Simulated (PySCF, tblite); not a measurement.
# K₈F₈: electronic excitations, NMR shifts

Aim: compute the electronic excitations, NMR shifts of K₈F₈.

Computed with tblite 0.8.0 and PySCF 2.14.0 and routines of our own; the level stands in each step. Atoms count from 0.

### 1 The starting structure

16 atoms, charge 0, multiplicity 1; geometry from: force field, distance geometry or constructed start.

### 2 Optimising the geometry with GFN2-xTB

Job settings and geometry (Å):

```
{"job": {"kind": "relax", "xc": "GFN2-xTB", "basis": "xTB"}, "charge": 0, "multiplicity": 1}
K     -1.291700    -1.298400    -3.891500
F     -1.299800    -1.294000    -1.303500
K     -1.291400    -1.298900     1.297600
F     -1.297300    -1.292200     3.883700
F     -1.297600     1.295400    -3.886500
K     -1.299900     1.296100    -1.299200
F     -1.296500     1.298300     1.293300
K     -1.293200     1.299300     3.891400
F      1.299300    -1.298700    -3.890300
K      1.293800    -1.297400    -1.295000
F      1.294500    -1.297800     1.294500
K      1.294100    -1.298600     3.889900
K      1.293200     1.297300    -3.884900
F      1.298800     1.296000    -1.299300
K      1.294400     1.301700     1.296800
F      1.294700     1.297200     3.896200
```

The run is started by

```console
> OMP_NUM_THREADS=1 python large_run.py task.json out
```

The driver reads the jobs from task.json and runs them one after another.

What it wrote:

```text
step      E/eV     max force
  0   -1093.38578    0.381
  1   -1093.39878    0.378
  2   -1093.71577    0.210
  3   -1093.73301    0.298
  4   -1093.74509    0.266
  5   -1093.77542    0.199
  6   -1093.83747    0.162
  7   -1093.88844    0.196
  8   -1093.92229    0.248
  9   -1093.93568    0.208
 10   -1093.95074    0.220
 11   -1094.02237    0.317
 12   -1094.21772    0.720
 13   -1094.38948    1.136
 14   -1094.62703    0.934
 15   -1094.79156    0.648
 16   -1094.92832    1.082
 17   -1095.04150    0.670
 18   -1095.12755    0.575
 19   -1095.28343    0.543
 20   -1095.35552    0.491
 21   -1095.47144    0.457
 22   -1095.52571    1.012
 23   -1095.53744    0.744
 24   -1095.60579    0.406
 25   -1095.66128    0.293
 26   -1095.68484    0.231
 27   -1095.69066    0.252
 28   -1095.69554    0.267
 29   -1095.69713    0.254
 30   -1095.69611    0.239
 31   -1095.70057    0.296
 32   -1095.70428    0.317
 33   -1095.71919    0.371
 34   -1095.74166    0.430
 35   -1095.80791    0.465
 36   -1095.74076    0.721
 37   -1095.77789    0.927
 38   -1095.68143    0.624
 39   -1095.84604    0.394
 40   -1095.85122    1.473
 41   -1095.87273    0.214
 42   -1095.88052    0.160
 43   -1095.88399    0.146
 44   -1095.89129    0.123
 45   -1095.89690    0.124
 46   -1095.90014    0.131
 47   -1095.90191    0.120
 48   -1095.90377    0.096
 49   -1095.90536    0.060
 50   -1095.90629    0.075
 51   -1095.90689    0.073
 52   -1095.90763    0.064
 53   -1095.90863    0.060
 54   -1095.90942    0.040
 55   -1095.90968    0.021
 56   -1095.90973    0.017
```

It took 1 s on 1 thread of Arm Neoverse N1, shared host; peak memory 0.16 GiB.

Along the way:

```
step  energy from step 0 (eV)  largest force (eV/Å)
   0                   0.0000                0.3810
   1                  -0.0130                0.3787
   2                  -0.3300                0.2100
   3                  -0.3472                0.2982
   4                  -0.3593                0.2661
   5                  -0.3896                0.1986
   6                  -0.4517                0.1617
   7                  -0.5027                0.1952
   8                  -0.5365                0.2481
  12                  -0.8319                0.7204
  16                  -1.5425                1.0822
  20                  -1.9697                0.4911
  24                  -2.2200                0.4069
  28                  -2.3098                0.2669
  32                  -2.3185                0.3177
  36                  -2.3550                0.7214
  40                  -2.4654                1.4730
  44                  -2.5055                0.1231
  48                  -2.5180                0.0958
  52                  -2.5218                0.0645
  53                  -2.5228                0.0597
  54                  -2.5236                0.0402
  55                  -2.5239                0.0201
  56                  -2.5240                0.0168
```

Distances of close pairs at the start and the end, largest changes first:

```
   bond  before (Å)  after (Å)  change (Å)
  K5–K9       3.668      5.238      +1.570
 K2–K14       3.667      5.230      +1.563
 K5–F13       2.599      3.991      +1.392
F10–K14       2.600      3.985      +1.386
  F1–K9       2.594      3.972      +1.378
  K2–F6       2.597      3.969      +1.372
 K9–F13       2.593      3.887      +1.294
  F1–K5       2.590      3.866      +1.276
```

The next job starts from the end point, and lists it.

### 3 Electronic excitations: TDA PBE0/def2-SVP

Job settings and geometry (Å):

```
{"job": {"kind": "uv", "basis": "def2-SVP", "grid": 1, "kgrid": 0, "vcut": 1.5, "nstates": 6, "ntriplets": 2, "tda": true, "delta": ["ip_vertical"], "pop": true, "xc": "PBE0"}, "charge": 0, "multiplicity": 1}
K     -1.215670    -1.227711    -2.841229
F     -2.090864    -2.031114    -1.130124
K     -1.817687    -1.872505     0.885165
F     -1.075721    -1.051846     2.670087
F     -1.052247     1.068039    -2.668709
K     -1.879339     1.822003    -0.896284
F     -2.015025     2.084995     1.122167
K     -1.228718     1.209231     2.842589
F      1.049433    -1.067725    -2.666819
K      1.869456    -1.836487    -0.896084
F      2.019952    -2.086780     1.124061
K      1.229245    -1.206105     2.838963
K      1.215035     1.225026    -2.830331
F      2.099355     2.037253    -1.123956
K      1.819198     1.886562     0.892804
F      1.069038     1.052530     2.670853
```

Level: TDA PBE0/def2-SVP, vertical, gas phase, core orbitals frozen in the response, virtual orbitals cut by energy.

What it wrote:

```text
start: PBE on a coarse grid of 26665 points
cycle   1  E = -5593.9479506904  dE =  9.918e-01  |g| = 2.321e+00  |ddm| = 3.743e+00
cycle   2  E = -5566.0307928138  dE =  2.792e+01  |g| = 1.055e+01  |ddm| = 6.029e+01
cycle   3  E = -5594.8835660068  dE = -2.885e+01  |g| = 4.630e-01  |ddm| = 5.911e+01
cycle   4  E = -5594.8922669344  dE = -8.701e-03  |g| = 4.392e-01  |ddm| = 1.377e+00
cycle   5  E = -5594.9238784051  dE = -3.161e-02  |g| = 1.333e-01  |ddm| = 7.502e-01
cycle   6  E = -5594.9271036117  dE = -3.225e-03  |g| = 3.077e-02  |ddm| = 1.811e-01
cycle   7  E = -5594.9272735504  dE = -1.699e-04  |g| = 4.419e-03  |ddm| = 5.577e-02
final grid: 93510 points
cycle   8  E = -5595.3707238628  dE = -9.553e-03  |g| = 1.337e-01  |ddm| = 1.380e+00
cycle   9  E = -5595.3669859874  dE =  3.738e-03  |g| = 2.020e-01  |ddm| = 4.774e-01
cycle  10  E = -5595.3735994684  dE = -6.613e-03  |g| = 2.578e-03  |ddm| = 2.986e-01
cycle  11  E = -5595.3736062401  dE = -6.772e-06  |g| = 1.595e-03  |ddm| = 5.149e-03
cycle  12  E = -5595.3736075697  dE = -1.330e-06  |g| = 5.560e-04  |ddm| = 2.511e-03
cycle  13  E = -5595.3736095865  dE = -2.017e-06  |g| = 5.329e-05  |ddm| = 7.218e-04
converged SCF energy = -5595.3736095865
Vertical ionisation energy (delta-SCF) = 8.2798 eV   <S^2> = 0.752

Static polarisability (au): isotropic 94.803, principal 90.716 90.759 102.935

Singlet excitations
state   eV       nm        f      main configurations
  1   5.4573    227.2   0.00000   H->L 0.91
  2   5.6108    221.0   0.00004   H-1->L 0.85
  3   5.6163    220.8   0.00004   H-2->L 0.85
  4   5.8633    211.5   0.05192   H-3->L 0.74, H-2->L+2 0.08
  5   6.1090    203.0   0.00046   H->L+1 0.89
  6   6.1382    202.0   0.00022   H->L+2 0.88

Triplet excitations (Tamm-Dancoff, eV): 5.4246 5.5750
```

Run time: 5.4 min. Hardware: 1 thread of Arm Neoverse N1, shared host; peak memory 0.74 GiB.

The orbitals next to the gap, with their largest atomic shares:

```
orbital     eV                        atoms
 HOMO−4  -7.80  F13 45 %, F1 18 %, F15 16 %
 HOMO−3  -7.30  F10 18 %, F6 17 %, F13 17 %
 HOMO−2  -7.02   F10 23 %, F6 22 %, F4 14 %
 HOMO−1  -7.01   F13 23 %, F1 22 %, F3 14 %
   HOMO  -6.84   F13 14 %, F1 14 %, F6 14 %
   LUMO  -0.52    K5 15 %, K9 14 %, K2 14 %
 LUMO+1  -0.06   K0 23 %, K7 22 %, K11 19 %
 LUMO+2  -0.05   K5 36 %, K9 33 %, K11 11 %
 LUMO+3  -0.04  K2 36 %, K14 32 %, K12 12 %
```

With each of the 6 states as a Gaussian band of 0.4 eV half-width at 1/e, the curve within the window shown has maxima at 212 nm (ε 2,100) L/(mol cm). Beyond the last state computed it falls off for lack of states. The curve at chosen wavelengths:

nm, ε (L/mol/cm) and a bar:
```
      193        281 ####
      195        436 ######
      198        752 ###########
      200       1008 ##############
      203       1419 ####################
      205       1676 ########################
      208       1976 ############################
      210       2089 ##############################
      213       2109 ##############################
      215       2025 #############################
      218       1786 #########################
      220       1577 ######################
      223       1237 ##################
      225       1016 ##############
      228        720 ##########
      230        555 ########
      233        360 #####
      235        263 ####
      238        158 ##
      240        110 ##
      243         62 #
      245         41 #
      248         22 
      250         14 
      253          7 
      255          5
```

Leading natural transition orbitals of singlet state 4: the hole lies on 4 F atoms about 18 % each; the particle on 4 K atoms about 12 % each; 4 F atoms about 6 % each.

Leading natural transition orbitals of singlet state 1: the hole lies on 4 F atoms about 14 % each; 4 F atoms about 8 % each; the particle on 4 K atoms about 12 % each.

Ground-state properties from the same run:

```
           property  computed
  dipole moment (D)      0.05
polarisability (Å³)     14.05
 HOMO–LUMO gap (eV)      6.32
      −ε(HOMO) (eV)      6.84
```

The fields below are evaluated on a grid from the run's orbitals.

Frontier orbitals at PBE0/def2-SVP, with the share of their density that lies nearest to each atom:

```
orbital  energy (eV)                                              lies on
   HOMO        -6.84  4 F atoms about 14 % each; 4 F atoms about 8 % each
   LUMO        -0.52                            4 K atoms about 11 % each
```

ELF in a plane through or near 4 of the atoms.

Values, 10 rows by 14 columns:
```
0.00 0.00 0.00 0.00 0.00 0.00 0.00 0.00 0.00 0.00 0.00 0.00 0.00 0.00
0.00 0.00 0.00 0.00 0.00 0.02 0.02 0.00 0.00 0.00 0.00 0.00 0.00 0.00
0.00 0.00 0.01 0.05 0.01 0.32 0.21 0.13 0.48 0.09 0.01 0.01 0.00 0.00
0.00 0.01 0.23 0.71 0.46 0.03 0.04 0.13 0.34 0.07 0.51 0.30 0.01 0.00
0.00 0.00 0.03 0.19 0.21 0.03 0.00 0.00 0.00 0.04 0.12 0.09 0.01 0.00
0.00 0.00 0.03 0.19 0.22 0.03 0.00 0.00 0.00 0.03 0.09 0.06 0.01 0.00
0.00 0.06 0.72 0.47 0.87 0.04 0.08 0.26 0.40 0.46 0.48 0.75 0.11 0.00
0.00 0.02 0.40 0.80 0.17 0.78 0.78 0.80 0.79 0.56 0.43 0.34 0.01 0.00
0.00 0.00 0.00 0.01 0.22 0.65 0.56 0.14 0.61 0.22 0.00 0.00 0.00 0.00
0.00 0.00 0.00 0.00 0.00 0.00 0.01 0.00 0.00 0.00 0.00 0.00 0.00 0.00
```
The map spans 10.9 Å across and 10.9 Å up, centred on the molecule. Atoms in the plane (x, y in Å): K0 (-2.8, -1.7), F1 (-1.1, -2.8), K2 (0.9, -2.5), F3 (2.7, -1.5).

On the surface of density 0.002 e/bohr³ the electrostatic potential runs, from the 1st to the 99th percentile, from -2.07 V near F13 to 2.28 V near K5.

### 4 NMR shifts: GIAO KT3/pcSseg-1

The job, as its differences from that of step 3:

```diff
@@ -1,2 +1,2 @@
-{"job": {"kind": "uv", "basis": "def2-SVP", "grid": 1, "kgrid": 0, "vcut": 1.5, "nstates": 6, "ntriplets": 2, "tda": true, "delta": ["ip_vertical"], "pop": true, "xc": "PBE0"}, "charge": 0, "multiplicity": 1}
+{"job": {"kind": "nmr", "xc": "KT3", "basis": "pcSseg-1", "pop": false}, "charge": 0, "multiplicity": 1}
 K     -1.215670    -1.227711    -2.841229
```

Method: GIAO KT3/pcSseg-1 NMR shielding, non-relativistic, gas phase.

What it wrote:

```text
start: PBE on a coarse grid of 26665 points
cycle   1  E = -5594.8102198742  dE =  7.570e-01  |g| = 2.390e+00  |ddm| = 3.206e+00
cycle   2  E = -5575.6187778515  dE =  1.919e+01  |g| = 9.385e+00  |ddm| = 2.413e+01
cycle   3  E = -5595.7486638191  dE = -2.013e+01  |g| = 2.421e-01  |ddm| = 2.388e+01
cycle   4  E = -5595.7582724738  dE = -9.609e-03  |g| = 2.028e-01  |ddm| = 5.852e-01
cycle   5  E = -5595.7642753507  dE = -6.003e-03  |g| = 1.071e-01  |ddm| = 1.759e-01
cycle   6  E = -5595.7656969131  dE = -1.422e-03  |g| = 4.815e-02  |ddm| = 8.276e-02
cycle   7  E = -5595.7660643265  dE = -3.674e-04  |g| = 5.005e-03  |ddm| = 3.214e-02
final grid: 178474 points
cycle   8  E = -5636.1335030208  dE = -2.847e-02  |g| = 6.076e-01  |ddm| = 1.159e+00
cycle   9  E = -5635.9620014360  dE =  1.715e-01  |g| = 1.174e+00  |ddm| = 1.114e+00
cycle  10  E = -5636.1798900742  dE = -2.179e-01  |g| = 1.283e-01  |ddm| = 8.885e-01
cycle  11  E = -5636.1823968774  dE = -2.507e-03  |g| = 1.874e-02  |ddm| = 1.696e-01
cycle  12  E = -5636.1824225999  dE = -2.572e-05  |g| = 1.473e-02  |ddm| = 2.350e-02
cycle  13  E = -5636.1824560504  dE = -3.345e-05  |g| = 9.322e-04  |ddm| = 1.136e-02
cycle  14  E = -5636.1824540468  dE =  2.004e-06  |g| = 2.254e-04  |ddm| = 1.009e-03
cycle  15  E = -5636.1824538528  dE =  1.939e-07  |g| = 6.651e-05  |ddm| = 1.695e-04
converged SCF energy = -5636.1824538528

GIAO shielding tensors (ppm)
atom      isotropic    diamagn.    paramagn.     s11        s22        s33       span
  0 K     1167.645    1327.451    -159.806   1133.269   1138.131   1231.537     98.268
  1 F      183.852     475.800    -291.948     34.696    101.630    415.229    380.533
  2 K     1150.355    1325.972    -175.617   1053.638   1074.504   1322.923    269.286
  3 F      212.846     466.877    -254.031    119.491    192.304    326.743    207.252
  4 F      211.127     466.931    -255.804    116.561    190.467    326.352    209.791
  5 K     1150.528    1325.979    -175.451   1053.835   1075.604   1322.144    268.308
  6 F      184.323     475.626    -291.303     35.357     99.432    418.180    382.823
  7 K     1167.956    1327.440    -159.484   1133.630   1139.500   1230.737     97.106
  8 F      210.741     466.884    -256.144    115.824    190.806    325.592    209.768
  9 K     1150.818    1325.989    -175.171   1054.240   1076.061   1322.154    267.914
 10 F      184.369     475.690    -291.321     35.279    100.189    417.639    382.360
 11 K     1167.860    1327.438    -159.579   1132.856   1139.257   1231.466     98.611
 12 K     1167.138    1327.443    -160.305   1132.178   1137.332   1231.902     99.724
 13 F      185.210     475.825    -290.615     36.473    104.539    414.618    378.145
 14 K     1151.235    1325.996    -174.761   1054.877   1076.369   1322.460    267.583
 15 F      212.007     466.784    -254.777    117.938    192.876    325.208    207.270
```

It took 65 s on 1 thread of Arm Neoverse N1, shared host; peak memory 0.58 GiB.

Shifts follow as δ = σ(reference) − σ, with reference shieldings (ppm) from runs at the same level and on the same kind of geometry: $^{19}$F CFCl3 142.4. The references are single molecules in the gas phase, so shifts against H2O, NH3, PH3, H3PO4 or CFCl3 are not on the usual liquid scales and can be off by tens of ppm. Each atom is listed at this fixed geometry, with no averaging over motion; a spectrum would average atoms that exchange fast.

```
atoms  σ (ppm)  δ (ppm)
   K2     1150        –
   K5     1151        –
   K9     1151        –
  K14     1151        –
  K12     1167        –
   K0     1168        –
  K11     1168        –
   K7     1168        –
   F1    183.9    -41.5
   F6    184.3    -42.0
  F10    184.4    -42.0
  F13    185.2    -42.8
   F8    210.7    -68.4
   F4    211.1    -68.8
  F15    212.0    -69.6
   F3    212.8    -70.5
```

### 5 Summary of results

| quantity | value |
| --- | --- |
| lowest singlet (PBE0/def2-SVP) | 5.46 eV (227 nm), f = 0.000 |
| brightest single state of those computed | state 4, 5.86 eV, f = 0.052 |
| lowest triplet | 5.42 eV |
| surface potential, 1st and 99th percentile | -2.07 V and 2.28 V |
| $^{19}$F shifts against CFCl3 (KT3/pcSseg-1) | -41.5, -42.0, -42.0, -42.8, -68.4, -68.8, -69.6, -70.5 ppm |
| shieldings of K (KT3/pcSseg-1) | K2 1150.4, K5 1150.5, K9 1150.8, K14 1151.2, K12 1167.1, K0 1167.6, K11 1167.9, K7 1168.0 ppm |

What this shows: The lowest singlet, at 5.46 eV, is HOMO→LUMO 0.91 and is dark; of the 6 states computed, the strongest absorption comes from state 4 at 5.86 eV. The lowest triplet lies 0.03 eV below the lowest singlet. Shifts at one fixed geometry are not the observed spectrum, which averages over the motion.
